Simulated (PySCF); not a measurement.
# CBr⁺: the SCF solver's settings

Aim: find out which solver settings change the answer for CBr⁺.

Method: method and basis as typed in the scripts; program: PySCF 2.14.0.

2 further runs of the same task are left out: 2 that didn't finish.

## Step 1: The starting structure

CBr⁺: 2 atoms, charge 1, spin multiplicity 1.

Bond lengths: C1–Br2 1.925 Å.

## Step 2: Base script

input.py reads:

```python
from pyscf import gto, dft
from pyscf.geomopt.geometric_solver import optimize

mol = gto.M(
    atom='C 0 0 0; Br 0 0 1.925',
    basis='crenbl',
    ecp={'C': 'crenbl', 'Br': 'crenbl'},
    charge=1,
    spin=0,
    verbose=4,
)
mf = dft.RKS(mol, xc='m062x')
mf.kernel()
g = mf.nuc_grad_method()
g.grid_response = True
mol_eq = optimize(g.as_scanner(), maxsteps=30)
print('optimised geometry (angstrom)')
print(mol_eq.tostring('raw'))
print('orbital energies (hartree):', mf.mo_energy[..., max(0, mol.nelec[1]-3):mol.nelec[0]+3].round(4))
```

On the command line:

```console
OMP_NUM_THREADS=1 python input.py
```

The log of this run is left out.

Base result: at the starting geometry E(SCF) = -160.806622 Eh, 10 cycles, optimised bond 1.737 Å in 5 steps; the optimisation lowers the energy by 0.421 eV.

## Step 3: Second-order solver on

Variant 1 changes second-order solver: off → on.

input.py reads:

```python
from pyscf import gto, dft
from pyscf.geomopt.geometric_solver import optimize

mol = gto.M(
    atom='C 0 0 0; Br 0 0 1.925',
    basis='crenbl',
    ecp={'C': 'crenbl', 'Br': 'crenbl'},
    charge=1,
    spin=0,
    verbose=4,
)
mf = dft.RKS(mol, xc='m062x')
mf = mf.newton()
mf.kernel()
g = mf.nuc_grad_method()
g.grid_response = True
mol_eq = optimize(g.as_scanner(), maxsteps=30)
print('optimised geometry (angstrom)')
print(mol_eq.tostring('raw'))
print('orbital energies (hartree):', mf.mo_energy[..., max(0, mol.nelec[1]-3):mol.nelec[0]+3].round(4))
```

On the command line:

```console
OMP_NUM_THREADS=1 python input.py
```

## Step 4: Smearing width 0.05 hartree

Variant 2 changes smearing width: none → 0.05 hartree; step after the SCF: optimize → none.

input.py reads:

```python
from pyscf import gto, dft, scf

mol = gto.M(
    atom='C 0 0 0; Br 0 0 1.925',
    basis='crenbl',
    ecp={'C': 'crenbl', 'Br': 'crenbl'},
    charge=1,
    spin=0,
    verbose=4,
)
mf = dft.RKS(mol, xc='m062x')
mf = scf.addons.smearing_(mf, sigma=0.05, method='fermi')
mf.kernel()
mf.dip_moment()
print('orbital energies (hartree):', mf.mo_energy[..., max(0, mol.nelec[1]-3):mol.nelec[0]+3].round(4))
```

## Step 5: Smearing width 0.005 hartree

Variant 3 changes smearing width: none → 0.005 hartree; step after the SCF: optimize → none.

input.py reads:

```python
from pyscf import gto, dft, scf

mol = gto.M(
    atom='C 0 0 0; Br 0 0 1.925',
    basis='crenbl',
    ecp={'C': 'crenbl', 'Br': 'crenbl'},
    charge=1,
    spin=0,
    verbose=4,
)
mf = dft.RKS(mol, xc='m062x')
mf = scf.addons.smearing_(mf, sigma=0.005, method='fermi')
mf.kernel()
mf.dip_moment()
print('orbital energies (hartree):', mf.mo_energy[..., max(0, mol.nelec[1]-3):mol.nelec[0]+3].round(4))
```

## Step 6: Point-group symmetry on

Variant 4 changes point-group symmetry: off → on.

Changes to input.py since step 2:

```diff
@@ -9,2 +9,3 @@
     spin=0,
+    symmetry=True,
     verbose=4,
```

Q: Predict the outcome of this session. Wanted: for each run, E(SCF); from base; gap; after the SCF.

As calculated:

| run | E(SCF) (hartree) | from base (eV) | cycles | gap (eV) | after the SCF |
| --- | --- | --- | --- | --- | --- |
| base | -160.806622 | 0 | 10 | 7.74 | bond 1.737 Å, -0.421 eV |
| second-order solver on | -160.806622 | 0.0000 | 4 macro | 7.74 | bond 1.737 Å, -0.421 eV |
| smearing width 0.05 hartree | -160.720215 | +2.3512 | 13 | n/a | n/a |
| smearing width 0.005 hartree | -160.806622 | 0.0000 | 10 | n/a | n/a |
| point-group symmetry on | -160.806622 | 0.0000 | 10 | 7.74 | bond 1.737 Å, -0.421 eV |

SCF columns refer to the geometry typed in the script.

Distance from each run's final energy (log10 hartree) by cycle:

| run | cycle 1 | cycle 2 | cycle 3 | cycle 5 | cycle 8 | cycle 12 |
| --- | --- | --- | --- | --- | --- | --- |
| base | -0.7 | 0.4 | -1.9 | -4.4 | -7.8 | done |
| second-order solver on | -2.0 | -6.2 | < -11 | done | done | done |
| smearing width 0.05 hartree | -0.8 | 0.1 | -1.2 | -2.7 | -4.8 | -8.6 |
| smearing width 0.005 hartree | -0.7 | 0.4 | -1.9 | -4.4 | -7.8 | done |
| point-group symmetry on | -0.7 | 0.4 | -1.9 | -4.4 | -7.8 | done |

No change of the SCF energy comes from second-order solver on or smearing width 0.005 hartree or point-group symmetry on. With smearing width 0.005 hartree, point-group symmetry on the path hardly changes: 10 cycles against 10.
